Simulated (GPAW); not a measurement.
# Cd2S (P3m1) in GPAW: reference runs

How does Cd2S come out in PBE? The cell is run as given and disturbed.

Program: GPAW 26.7.0. These are calculated values, not measurements. Logs are shortened: lines on timing, memory, paths and dates and some standing lists are left out, and cuts for length are marked. The log counts tension as positive stress, the text compression.

## (1) Starting point

The structure is trigonal, space group P3m1 (No. 156). The conventional cell has a = 3.963 Å, b = 3.963 Å, c = 5.809 Å, α = 90.00°, β = 90.00°, γ = 120.00°. Cd (site symmetry 3m) has 1 S at 2.52 Å as nearest neighbours. Around Cd (site symmetry 3m) lie 3 S at 2.60 Å. S (site symmetry 3m) is surrounded by 4 Cd at 2.52 to 2.60 Å.

The cell comes from a database or a generator and needn't be the stable form of this composition.

## (2) Single point, PBE

The input, run.py:

```python
from ase import Atoms
from ase.dft.bandgap import bandgap
from ase.io import write
from ase.units import Bohr, GPa
from gpaw import GPAW, PW
from gpaw.elf import elf_from_dft_calculation

atoms = Atoms(['Cd', 'Cd', 'S'],
              cell=[[3.962670049, 0.0, 0.0],
                    [-1.9813350245, 3.4317729293, 0.0],
                    [0.0, 0.0, 5.809192]],
              scaled_positions=[[0.3333333333, 0.6666666667, 0.932717],
                                [0.6666666667, 0.3333333333, 0.578735],
                                [0.3333333333, 0.6666666667, 0.365705]],
              pbc=True)

calc = GPAW(mode=PW(600),
            xc='PBE',
            kpts={'size': (8, 8, 5), 'gamma': True},
            occupations={'name': 'fermi-dirac', 'width': 0.05},
            nbands=26,
            convergence={'density': 1e-05, 'energy': 1e-05},
            maxiter=150,
            txt='gpaw.txt')
atoms.calc = calc
energy = atoms.get_potential_energy()
forces = atoms.get_forces()
stress = atoms.get_stress()
calc.write('gs.gpw')
write('result.traj', atoms)
print(f'Energy: {energy:.6f} eV')
print('Forces (eV/A):')
print(forces.round(4))
print('Stress (GPa):', (stress / GPa).round(3))
print('Fermi level:', round(calc.get_fermi_level(), 4), 'eV')
print(f'Gap: {bandgap(calc)[0]:.4f} eV, direct: {bandgap(calc, direct=True)[0]:.4f} eV')

# fields on the real-space grid
write('density.cube', atoms, data=calc.get_pseudo_density() * Bohr**3)
write('potential.cube', atoms, data=calc.get_electrostatic_potential())
write('elf.cube', atoms, data=elf_from_dft_calculation(calc).data)
```

Potentials or basis: GPAW PAW data sets (gpaw-data 1.2.1), pw.

Launch:

```bash
> OMP_NUM_THREADS=1 python run.py
```

gpaw.txt:

```text
__  _  _
 | _ |_)|_||  |
 |__||  | ||/\| - 26.7.0

Input parameters:
  mode=PW(ecut=600.0),
  convergence={'density': 1e-05, 'energy': 1e-05},
  kpts=MonkhorstPack(size=(8, 8, 5), gamma=True),
  maxiter=150,
  nbands=26,
  occupations=Occupations(name='fermi-dirac', width=0.05),
  xc=XC(name='PBE')

Diagonalizing LCAO Hamiltonian
Converting LCAO to pw mode

        Cd

            Cd
        S

Atoms  # Å, Bohr magnetons
|   | symbol |         x |        y |        z |    initial magnetic moments |
|---|--------|-----------|----------|----------|-----------------------------|
| 0 |     Cd | -0.000000 | 2.287849 | 5.418332 | ( 0.0000,  0.0000,  0.0000) |
| 1 |     Cd |  1.981335 | 1.143924 | 3.361983 | ( 0.0000,  0.0000,  0.0000) |
| 2 |      S | -0.000000 | 2.287849 | 2.124451 | ( 0.0000,  0.0000,  0.0000) |

Unit cell  # Å
| periodic |         x |        y |        z |  lengths |     angles |
|----------|-----------|----------|----------|----------|------------|
|      yes |  3.962670 | 0.000000 | 0.000000 | 3.962670 |  90.000000 |
|      yes | -1.981335 | 3.431773 | 0.000000 | 3.962670 |  90.000000 |
|      yes |  0.000000 | 0.000000 | 5.809192 | 5.809192 | 120.000000 |

Number of symmetries: 6
Symmetry operations  # r_c * U_cc + t_c -> r_c
|   | kind |            matrix            |
|---|------|------------------------------|
| 0 |  σ   |  1, 1, 0,  0,-1, 0,  0, 0, 1 |
| 1 |  E   |  1, 0, 0,  0, 1, 0,  0, 0, 1 |
| 2 |  C3  |  0, 1, 0, -1,-1, 0,  0, 0, 1 |
| 3 |  σ   |  0,-1, 0, -1, 0, 0,  0, 0, 1 |
| 4 |  σ   | -1, 0, 0,  1, 1, 0,  0, 0, 1 |
| 5 |  C3  | -1,-1, 0,  1, 0, 0,  0, 0, 1 |

BZ-sampling:
  Number of BZ points: 320
  Number of IBZ points: 40

  Monkhorst-Pack size: [8, 8, 5]
  Monkhorst-Pack shift: [0.0625, 0.0625, 0.0]

K-points  # in reciprocal-cell coordinates
|     |                                coordinates |     weight |
|-----|--------------------------------------------|------------|
|   0 | (  0.00000000,   0.00000000,   0.00000000) | 0.00312500 |
|   1 | (  0.00000000,   0.00000000,   0.20000000) | 0.00625000 |
|   2 | (  0.00000000,   0.00000000,   0.40000000) | 0.00625000 |
|   3 | (  0.12500000,   0.00000000,  -0.40000000) | 0.01875000 |
|   4 | (  0.12500000,   0.00000000,  -0.20000000) | 0.01875000 |
|   5 | (  0.12500000,   0.00000000,   0.00000000) | 0.01875000 |
|   6 | (  0.12500000,   0.00000000,   0.20000000) | 0.01875000 |
|   7 | (  0.12500000,   0.00000000,   0.40000000) | 0.01875000 |
|   8 | (  0.25000000,  -0.12500000,   0.00000000) | 0.01875000 |
|   9 | (  0.25000000,  -0.12500000,   0.20000000) | 0.03750000 |
| ... |                                            |            |
|  39 | (  0.50000000,   0.50000000,   0.40000000) | 0.01875000 |

Plane wave coefficients: 2652
Cutoff: 600.0 eV

Spin-components: 1 (collinear spins)
Bands:           26
Projectors:      17
Spin-degeneracy: 2
Datatype:        complex128

Parallelization:
  kpt:    1
  domain: 1
  band:   1

Density:
  Valence electrons: 30.0
  Components: 1
  Grid points: [24 24 35]
  Charge: 0.0  # |e|

Potential:
  Grid points: [24 24 35]

species:
  Cd:
    name:    Cadmium
    Z:       48.0
    valence: 12
    core:    36
    charge:  0.0  # [|e|]
    compensation charges:
      type: gauss
      rc: 0.38  # [Å]
      lmax: 2
    cutoffs:
      filter: 2.12  # [Å]
      core: 2.62  # [Å]
    projectors
    | kind |    occ | energy [eV] | rcut [Å] |
    |------|--------|-------------|----------|
    |   5s |  2.000 |      -5.655 |    1.191 |
    |   5p |  0.000 |      -1.186 |    1.228 |
    |   4d | 10.000 |     -11.739 |    1.164 |
    |    s |        |      21.556 |    1.191 |
    |    p |        |      26.026 |    1.228 |
    |    d |        |      15.473 |    1.164 |

    Using partial waves for Cd as LCAO basis

  S:
    name:    Sulfur
    Z:       16.0
    valence: 6
    core:    10
    charge:  0.0  # [|e|]
    compensation charges:
      type: gauss
      rc: 0.24  # [Å]
      lmax: 2
    cutoffs:
      filter: 1.77  # [Å]
      core: 1.66  # [Å]
    projectors
    | kind |    occ | energy [eV] | rcut [Å] |
    |------|--------|-------------|----------|
    |   3s |  2.000 |     -17.254 |    0.974 |
    |   3p |  4.000 |      -7.008 |    0.979 |
    |    s |        |       9.957 |    0.974 |
    |    p |        |      20.203 |    0.979 |
    |    d |        |       0.000 |    0.900 |

    Using partial waves for S as LCAO basis

Reference energy: -315203.856570  # eV

eigensolver:
  PPCG
  Converge bands: occupied
  niter=2

density mixing:
  MSR1-Mixer
  Pratt-step length: 0.05
  Maximum mixing coefficient: 0.75
  Old densities: 10
  SVD Regularization: 0.005
  Good broyden scale: 1.0
  Trust region scale: 1.0
  Backstep threshold: 4.0
  History deletion threshold: 6.0
  Fourier metric: weight=20.0, sigma=0.015

occupation numbers:
  Fermi-Dirac:
    width: 0.0500  # eV

poisson solver:
  ecut: 4800.0  # eV

xc functional:
  name: PBE with 2 nearest neighbor stencil

convergence criteria:
- Maximum integral of absolute [dens]ity change: 1e-05 electrons / valence electron
- Maximum [total energy] change in last 3 cyles: 1e-05 eV / valence electron
- Maximum integral of absolute [eigenst]ate change: 4e-08 eV^2 / valence electron
maximum number of iterations: 150

SCF iterations
|iter     | |      energy | eigst |  dens |
|---------|-|-------------|-------|-------|
|iter:   1| |   -7.386687 | -0.44 |       |
|iter:   2| |   -7.185901 | -2.23 | -1.24 |
|iter:   3| |   -6.629880 | -1.64 | -1.29 |
|iter:   4| |   -6.626681 | -3.31 | -1.76 |
|iter:   5| |   -6.626048 | -3.80 | -2.09 |
|iter:   6| |   -6.625828 | -4.69 | -2.91 |
|iter:   7| |   -6.625832c| -5.93 | -3.36 |
|iter:   8| |   -6.625833c| -6.58 | -3.78 |
|iter:   9| |   -6.625833c| -8.02c| -4.41 |
|iter:  10| |   -6.625833c| -8.27c| -4.89 |
|iter:  11| |   -6.625833c| -8.69c| -5.47c|

Converged in 11 steps
Energy contributions relative to reference atoms: (reference = -315203.856570)

Energy contributions:
  Kinetic:          19.854544
  Coulomb:         -17.518181
  Zero:              0.256950
  External:          0.000000
  Xc:               -9.218363
  Entropy:          -0.001565
  Spinorbit:         0.000000
  ----------------------------
  Free energy:      -6.626616
  Extrapolated:     -6.625833

dipole moment: (-0.979715, 0.565618, 11.099037)  # |e|*Ang

Fermi level: 4.209
Eigenvalues  # (at kpt = [0.000, 0.000, 0.000])
| band index |      eig [eV] | occ [0-2] |
|------------|---------------|-----------|
|          0 |        -8.561 |     2.000 |
|        ... |               |           |
|          7 |        -3.857 |     2.000 |
|          8 |        -3.857 |     2.000 |
|          9 |        -3.500 |     2.000 |
|         10 |        -3.500 |     2.000 |
|         11 |        -0.355 |     2.000 |
|         12 |         0.423 |     2.000 |
[... 8 lines left out ...]
|         21 |        14.014 |     0.000 |
|         22 |        14.501 |     0.000 |
|        ... |               |           |
|         25 |        15.558 |     0.000 |

Gap: 0.239 eV
Transition (v -> c):
  (s=0, k=27, n=14, [0.38, 0.38, 0.20]) -> (s=0, k=38, n=15, [0.50, 0.50, 0.20])
Direct/indirect transitions are different
Direct gap: 0.568 eV
Transition at: (s=0, k=27, n=14, [0.38, 0.38, 0.20])

Forces  # eV/Ang
|       x |       y |        z |
|---------|---------|----------|
| 0.00000 | 0.00000 |  0.04078 |  # Cd   0
| 0.00000 | 0.00000 | -0.07189 |  # Cd   1
| 0.00000 | 0.00000 |  0.03110 |  # S    2

Stress tensor  # eV/Ang^3
|        x |         y |        z |
|----------|-----------|----------|
| 0.002149 | -0.000000 | 0.000000 |
| 0.000000 |  0.002149 | 0.000000 |
| 0.000000 |  0.000000 | 0.002956 |

# Writing to gs.gpw (mode='')
```

It took 71 s on 1 thread of Intel Xeon at 2.70GHz, shared host; peak memory 0.22 GiB.

Results:

```yaml
Free_energy: -6.6266 eV
Pressure: -0.4 GPa
Largest_force: 0.072 eV/Å
Band_gap_on_the_k_mesh: 0.24 eV, indirect (least direct gap 0.57 eV)
```

Forces on the atoms (eV/Å):
```
Cd   0.000  0.000  0.041
Cd   0.000  0.000 -0.072
S    0.000  0.000  0.031
```

Stress tensor (GPa, compression positive):
```
-0.34  0.00  0.00
 0.00 -0.34  0.00
 0.00  0.00 -0.47
```

Levels at points of the mesh, in eV from the valence-band top:
| k point | band 12 | band 13 | band 14 | band 15 | band 16 | band 17 | band 18 | band 19 |
| --- | --- | --- | --- | --- | --- | --- | --- | --- |
| (0.00, 0.00, 0.00) | -4.43 | -3.65 | -0.69 | -0.69 | 3.23 | 5.06 | 6.81 | 6.81 |
| (0.50, 0.50, 0.00) | -4.41 | -2.96 | -1.57 | -1.21 | 0.60 | 3.21 | 4.78 | 5.82 |

Caveat: an odd mesh through Γ misses points on the zone boundary, where band edges often lie.

## (3) Single point, PBE (atoms moved at random, drawn with an rms of 0.05 Å)

The input, run.py:

```python
from ase import Atoms
from ase.dft.bandgap import bandgap
from ase.io import write
from ase.units import GPa
from gpaw import GPAW, PW

atoms = Atoms(['Cd', 'Cd', 'S'],
              cell=[[3.962670049, 0.0, 0.0],
                    [-1.9813350245, 3.4317729293, 0.0],
                    [0.0, 0.0, 5.809192]],
              scaled_positions=[[0.325998, 0.658813, 0.934101],
                                [0.684587, 0.350907, 0.572114],
                                [0.318896, 0.657027, 0.358672]],
              pbc=True)

calc = GPAW(mode=PW(600),
            xc='PBE',
            kpts={'size': (8, 8, 5), 'gamma': True},
            occupations={'name': 'fermi-dirac', 'width': 0.05},
            nbands=26,
            convergence={'density': 1e-05, 'energy': 1e-05},
            maxiter=150,
            txt='gpaw.txt')
atoms.calc = calc
energy = atoms.get_potential_energy()
forces = atoms.get_forces()
stress = atoms.get_stress()
calc.write('gs.gpw')
write('result.traj', atoms)
print(f'Energy: {energy:.6f} eV')
print('Forces (eV/A):')
print(forces.round(4))
print('Stress (GPa):', (stress / GPa).round(3))
print('Fermi level:', round(calc.get_fermi_level(), 4), 'eV')
print(f'Gap: {bandgap(calc)[0]:.4f} eV, direct: {bandgap(calc, direct=True)[0]:.4f} eV')
```

Potentials or basis: GPAW PAW data sets (gpaw-data 1.2.1), pw.

Launch:

```bash
> OMP_NUM_THREADS=1 python run.py
```

Run time: 4 min. Hardware: 1 thread of Intel Xeon at 2.70GHz, shared host; peak memory 0.43 GiB.

It converged, with:

- Free energy: -6.5941 eV
- Pressure: 0.0 GPa
- Largest force: 0.499 eV/Å
- Band gap on the k mesh: 0.15 eV, indirect (least direct gap 0.47 eV)

Forces in eV/Å, atoms in the order of the input:
```
Cd   0.013  0.003 -0.272
Cd  -0.346 -0.318  0.075
S    0.333  0.315  0.197
```

Stress tensor (GPa, compression positive):
```
 0.43  0.70 -0.60
 0.70 -1.02 -0.57
-0.60 -0.57  0.73
```

Levels at points of the mesh, in eV from the valence-band top:
| k point | band 12 | band 13 | band 14 | band 15 | band 16 | band 17 | band 18 | band 19 |
| --- | --- | --- | --- | --- | --- | --- | --- | --- |
| (0.00, 0.00, 0.00) | -4.42 | -3.79 | -0.86 | -0.73 | 3.16 | 5.01 | 6.63 | 6.92 |
| (0.00, 0.50, 0.00) | -4.38 | -3.06 | -1.66 | -1.32 | 0.67 | 3.08 | 4.55 | 5.85 |
| (0.50, 0.00, 0.00) | -4.61 | -3.08 | -1.65 | -1.14 | 0.49 | 3.05 | 4.79 | 5.80 |
| (0.50, 0.50, 0.00) | -4.47 | -3.08 | -1.64 | -1.24 | 0.59 | 3.07 | 4.60 | 5.85 |

Caveat: an odd mesh through Γ misses points on the zone boundary, where band edges often lie.

[end of part 1 of 2]
